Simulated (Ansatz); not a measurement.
# In3Se (Pm-3m) in Ansatz: single point with PBEsol

Aim: the single point of In3Se with PBEsol.

Program: Ansatz 0.2.0. These are calculated values, not measurements. Logs are shortened: lines on timing, memory, paths and dates and some standing lists are left out, and cuts for length are marked.

## 1. Starting point

The structure is cubic, space group Pm-3m (No. 221). Conventional cell: a = 4.804 Å, b = 4.804 Å, c = 4.804 Å, α = 90.00°, β = 90.00°, γ = 90.00°. In (site symmetry 4/mmm) is surrounded by 8 In at 3.40 Å and 4 Se at 3.40 Å. Se (site symmetry m-3m) has 12 In at 3.40 Å as nearest neighbours.

The cell comes from a database or a generator and needn't be the stable form of this composition.

## 2. Single point, PBEsol

File input.yaml:

```yaml
crystal:
  lattice:
    - [4.803758, 0.0, 0.0]
    - [0.0, 4.803758, 0.0]
    - [0.0, 0.0, 4.803758]
  atoms:
    - { symbol: In, position: [0.5, 0.5, 0.0] }
    - { symbol: In, position: [0.5, 0.0, 0.5] }
    - { symbol: In, position: [0.0, 0.5, 0.5] }
    - { symbol: Se, position: [0.0, 0.0, 0.0] }
kpoints:
  mp_grid: { grid: [4, 4, 4] }
scf:
  occupations: { method: fermi_dirac, width: 0.03 }
hamiltonian:
  xc: pbesol
  pseudopotentials: { kind: all_electron, lapw: { basis_error: 0.002 } }
output:
  forces: true
  stress: true
  eigenvalues: true
```

Potentials or basis: all-electron LAPW, scalar-relativistic.

On the command line:

```console
> ansatz run input.yaml --threads 2 --pin off --max-ram 8192MiB --backend cpu --events-out ev --progress --plain --runs-dir out
```

The program printed:

```text
Warning: RAYON_NUM_THREADS=2 ignored (pool sized by the plan → 2); use --threads N
LAPW: plane waves up to 6.213 Å⁻¹, error target 2.0e-3 eV per atom; small_component_spin mean_spin; Se in spheres of 1.698 Å, 24 of its electrons in bands, Dirac shells []; In in spheres of 1.698 Å, 21 of its electrons in bands, Dirac shells [] (how accurate: hamiltonian.pseudopotentials.lapw.basis_error, Limitations)
Engine: ansatz 0.2.0, aarch64-unknown-linux-gnu
Pseudopotentials: kind: all_electron
Pseudopotential: In, LAPW, valence charge 21, lapw/all_electron/scalar/gaussian/In, Koelling and Harmon's equation, gaussian nucleus
Pseudopotential: Se, LAPW, valence charge 24, lapw/all_electron/scalar/gaussian/Se, Koelling and Harmon's equation, gaussian nucleus
Functional definition: PBEsol
  exchange = pbesol_x
  correlation = pbesol_c
Crystal: 4 atoms, lattice volume = 110.852 Å³
Basis set: ecut = 147.07642189342272 eV, 461 PW (Γ), exchange–correlation at level 2
Bands: 53, of which v1, the nominal top of the filled ones, is band 44 counted from 1 (43 counted from 0)
Symmetry: 48 space group operations
Space group: Pm-3m (ITA 221), of the structure as read, at distance tolerance 4.8e-5 Å
k-points: 10 of 64
Non-local potential: In, projectors of the file, none
Non-local potential: Se, projectors of the file, none
Initial density: superposition of atomic densities (chi_scale 0.1, normalization cell, long waves kept (reshape's long-wave potential 0.03 eV rms))
Initial wavefunctions: plane waves of lowest kinetic energy (no species holds an atomic orbital)
Functional: x = pbesol(κ = 0.804, μ = 0.12345679012345678), c = pbesol(β = 0.046)
iter 1 solved again at ethr=8.23e-4 eV; its pass at ethr=1.00e-1 eV (dr2=7.16e-1 eV) is discarded
SCF iter   1: F=—  HF=-546002.127532 eV  |F-HF|=—  |Δ(HF+E_count)|=         —  Δρ=1.47e-2  dr2=7.16e-1  ethr=8.23e-4  ⟨swp⟩=2.6  Hψ=3318  notcnv=0
preconditioner: auto → Resta (q_TF=auto, 2.620 Å⁻¹)  ε∞=3.4  [insulator: Δε(μ)=0.467 eV  Ē_g=15.141 eV  σ=0.030 eV  W_gap=0.73  n_scr=32 (ndim 8)  ℏωp=23.7 eV  f_vac=0.000  D(μ)=3.15/eV (n_scr^D=26)  ε∞_Penn≈3.4]
iter 2 solved again at ethr=2.77e-5 eV; its pass at ethr=8.23e-4 eV (dr2=2.41e-2 eV) is discarded
SCF iter   2: F=—  HF=-546001.813301 eV  |F-HF|=—  |Δ(HF+E_count)|=   3.14e-1  Δρ=3.47e-3  dr2=2.41e-2  ethr=2.77e-5  ⟨swp⟩=2.0  Hψ=2802  notcnv=0
SCF iter   3: F=—  HF=-546001.799608 eV  |F-HF|=—  |Δ(HF+E_count)|=   1.37e-2  Δρ=3.83e-3  dr2=4.49e-2  ethr=2.77e-5  ⟨swp⟩=2.0  Hψ=1624  notcnv=0
SCF iter   4: F=—  HF=-546001.794698 eV  |F-HF|=—  |Δ(HF+E_count)|=   4.91e-3  Δρ=1.39e-3  dr2=5.12e-3  ethr=2.77e-5  ⟨swp⟩=2.0  Hψ=1587  notcnv=0
SCF iter   5: F=—  HF=-546001.792348 eV  |F-HF|=—  |Δ(HF+E_count)|=   2.35e-3  Δρ=3.83e-4  dr2=3.38e-4  ethr=5.89e-6  ⟨swp⟩=2.0  Hψ=1598  notcnv=0
SCF iter   6: F=—  HF=-546001.792333 eV  |F-HF|=—  |Δ(HF+E_count)|=   1.46e-5  Δρ=1.04e-4  dr2=2.04e-5  ethr=3.89e-7  ⟨swp⟩=2.0  Hψ=1598  notcnv=0
SCF iter   7: F=—  HF=-546001.792328 eV  |F-HF|=—  |Δ(HF+E_count)|=   5.25e-6  Δρ=4.72e-5  dr2=3.95e-6  ethr=2.34e-8  ⟨swp⟩=2.0  Hψ=1598  notcnv=0
SCF iter   8: F=—  HF=-546001.792328 eV  |F-HF|=—  |Δ(HF+E_count)|=   7.92e-9  Δρ=1.31e-5  dr2=2.74e-7  ethr=4.53e-9  ⟨swp⟩=2.0  Hψ=1598  notcnv=0
SCF iter   9: F=-546001.792328 eV  HF=-546001.792328 eV  |F-HF|=1.51e-9  |Δ(HF+E_count)|=   1.96e-8  Δρ=1.80e-6  dr2=3.37e-9  ethr=3.15e-10  ⟨swp⟩=2.0  Hψ=1598  notcnv=0
SCF 1 converged in 9 iterations: F = -546001.792328 eV  dr2 = 3.37e-9
SCF converged after 9 iterations
Free energy (F): -546001.792328 eV
Harris-Foulkes:  -546001.792328 eV  (|F-HF|=1.51e-9)
Internal energy: -546001.785024 eV  (E = F + TS)
E sigma→0 (E₀):  -546001.788676 eV
Entropy (-TS):   -0.007304 eV (-1.826 meV/atom)
Fermi energy:    11.277200 eV
--- Per-component energies (eV) ---
  E_band       = -3321.291745
  E_kinetic    = 571329.417739
  E_xc         = -15185.552900
  E_electrostatic = -1102145.649863  (all electrons and nuclei)
  E_smearing   = -0.007304  (= −TS)
  E_closure    = 0.000000  (closes the sum)
  E_atoms      = -545988.753367  (free atoms, spherical and without spin; not in F)
  Σ components = -546001.792328   (vs F -546001.792328, Δ=0.00e0)
  Basis errors (estimates in eV, not in F): energy 3.5e-4 per atom: plane waves 3.3e-4 (1.7e-4 summed), levels above the bands 2.0e-100, relativity 9.5e-9, radial functions 3.0e-5, core shells 8.8e-10; eigenvalues (radial functions only) 4.2e-5; not estimated: angular momenta, meshes, grids; target (lapw.basis_error) 2.0e-3; muffin-tin radii Se 1.698 Å, In 1.698 Å
--- Forces (eV/Å), atoms counted from 1 ---
  atom   1  In     0.00000000     0.00000000    -0.00000000
  atom   2  In     0.00000000    -0.00000000     0.00000000
  atom   3  In     0.00000000     0.00000000     0.00000000
  atom   4  Se    -0.00000000     0.00000000     0.00000000
  max |Σ_I F_I| component: 5.51e-31 eV/Å
--- Stress (GPa, compression-positive) ---
       -2.800484       0.000000       0.000000
        0.000000      -2.800484       0.000000
        0.000000       0.000000      -2.800484
  P = ⅓ Tr σ = -2.8005 GPa (-28.005 kbar)
--- Band table (eV; the first three rows and the last of 10) ---
  k-point 0: bands = ["-196.2234", "-135.8870", "-135.8870", "-135.8870", "-104.0917", "-104.0914", "-104.0914", "-62.6191", "-62.6191", "-62.6191", "-62.6185", "-62.6185", "-62.6185", "-62.6035", "-62.6035", "-62.6035", "-36.3130", "-36.3130", "-36.3130", "-36.3129", "-36.3129", "-3.4864", "-3.4814", "-3.4814", "-3.4814", "-3.3602", "-3.3602", "-3.2287", "-3.2287", "-3.2287", "-3.1553", "-3.1553", "-3.1065", "-3.0571", "-3.0571", "-3.0571", "-1.4854", "4.0665", "7.9912", "7.9912", "7.9912", "8.9726", "8.9726", "12.3619", "12.3619", "12.3619", "15.3851", "15.3851", "15.3851", "16.4691", "18.0315", "18.0315", "18.0979"]
  k-point 1: bands = ["-196.2234", "-135.8870", "-135.8870", "-135.8870", "-104.0916", "-104.0914", "-104.0914", "-62.6190", "-62.6190", "-62.6190", "-62.6186", "-62.6186", "-62.6185", "-62.6036", "-62.6035", "-62.6035", "-36.3130", "-36.3130", "-36.3130", "-36.3129", "-36.3129", "-3.4728", "-3.4372", "-3.4273", "-3.4273", "-3.3539", "-3.3260", "-3.2372", "-3.2334", "-3.2334", "-3.1901", "-3.1546", "-3.1351", "-3.1212", "-3.1212", "-3.0570", "-1.3972", "3.9148", "6.7240", "8.3292", "8.3292", "9.2044", "10.3309", "11.8868", "11.8868", "12.5301", "13.6889", "14.7758", "14.7758", "17.7243", "17.7835", "18.1949", "18.1949"]
  k-point 2: bands = ["-196.2234", "-135.8870", "-135.8870", "-135.8870", "-104.0916", "-104.0915", "-104.0914", "-62.6189", "-62.6188", "-62.6188", "-62.6187", "-62.6187", "-62.6185", "-62.6037", "-62.6036", "-62.6036", "-36.3131", "-36.3131", "-36.3130", "-36.3129", "-36.3129", "-3.4635", "-3.3691", "-3.3345", "-3.3132", "-3.3132", "-3.2736", "-3.2714", "-3.2714", "-3.2577", "-3.2465", "-3.2121", "-3.2121", "-3.1834", "-3.1526", "-3.0570", "-1.2999", "3.7056", "6.2511", "8.8202", "8.8202", "9.5204", "10.2165", "11.1125", "11.1125", "12.5967", "14.9030", "14.9697", "14.9697", "15.4669", "17.0304", "17.0304", "18.8930"]
  k-point 9: bands = ["-196.2234", "-135.8870", "-135.8870", "-135.8870", "-104.0915", "-104.0915", "-104.0915", "-62.6202", "-62.6202", "-62.6202", "-62.6172", "-62.6172", "-62.6172", "-62.6068", "-62.6022", "-62.6022", "-36.3131", "-36.3131", "-36.3131", "-36.3129", "-36.3129", "-3.4820", "-3.3916", "-3.3916", "-3.3916", "-3.3644", "-3.3644", "-3.3644", "-3.1938", "-3.1938", "-3.1938", "-3.1931", "-3.1931", "-3.0933", "-3.0933", "-3.0933", "-0.8980", "6.8646", "6.8646", "6.8646", "7.0846", "7.0846", "7.0846", "8.0214", "14.2417", "14.2417", "14.2417", "19.1157", "19.1682", "19.1682", "19.5177", "19.5177", "19.5177"]
```

Wall time 4.4 s (2 threads of Arm Neoverse V1, shared host); peak memory 0.31 GiB.

Results:

| Property | Result |
| --- | --- |
| Free energy | -546001.7923 eV |
| Pressure | -2.8 GPa |
| Band gap on the k mesh | none (metal or under the smearing width) |

Caveat: the k mesh is thin for a metal, which can move the energy by tens of meV per atom.
